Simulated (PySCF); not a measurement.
# H3LaP (La(PH3)3+): the cost of one run

Computed with PySCF 2.14.0. Level: several levels, as the steps say, no spin–orbit coupling.

1 further run of the same task is left out (for a known fault of the program).

### 1 Starting geometry

5 atoms, charge 3, spin multiplicity 1.

Bond lengths: La1–P2 3.064 Å, P2–H3 1.426 Å, P2–H4 1.426 Å, P2–H5 1.426 Å. Angles: La1–P2–H3 112.3°, La1–P2–H4 112.3°, La1–P2–H5 112.3°, H3–P2–H4 106.5°, H3–P2–H5 106.5°, H4–P2–H5 106.5°.

Geometry (Å):

```xyz
5
charge 3, multiplicity 1
La    0.00000    0.00000   -0.53280
P     0.00000    0.00000    2.53104
H     1.31931   -0.00001    3.07233
H    -0.65965    1.14255    3.07233
H    -0.65966   -1.14255    3.07233
```

Formal oxidation states: La +3. The 4f shell is empty and lies in the core potential. An earlier session relaxed this geometry at PBE0, La lcecp-1-SVP with ECP46, P def2-SVP, H def2-SVP (singlet, point group C3v).

At PBE0 on the finer grid: E = -373.215862 Eh, HOMO -23.40 eV, LUMO -18.93 eV, Mulliken charge on La1 +2.36 e, largest force component 0.008 eV/Å. The large-core potential holds the 4f shell empty.

Levels to run: CAM-B3LYP; TPSS; PBE0, TZVP. Hardware: 2 threads of Arm Neoverse V1, shared host.

### 2 CAM-B3LYP

The input, run.py (the lines that set the calculation):

```python
mol = gto.M(atom='''
La     0.00000     0.00000    -0.53280
P      0.00000     0.00000     2.53104
H      1.31931    -0.00001     3.07233
H     -0.65965     1.14255     3.07233
H     -0.65966    -1.14255     3.07233''',
    basis={'La': 'lcecp-1-SVP', 'P': 'def2-SVP', 'H': 'def2-SVP'},
    ecp={'La': 'lcecp-1-SVP'},
    charge=3, spin=0)
mf = dft.RKS(mol, xc='CAMB3LYP')
mf.grids.atom_grid = (75, 302)  # f atoms: unpruned, at least (60, 302)
mf = mf.density_fit()  # fitting sets: La AutoAux, P def2-universal-JKFIT, H def2-universal-JKFIT
mf.conv_tol = 1e-08; mf.max_cycle = 55
mf.kernel(dm0)  # dm0: the density of the relaxed state
```

On the command line:

```
> OMP_NUM_THREADS=2 python run.py
```

**Question.** How long does this run take on 2 threads of Arm Neoverse V1, shared host?

About 2.7 s.
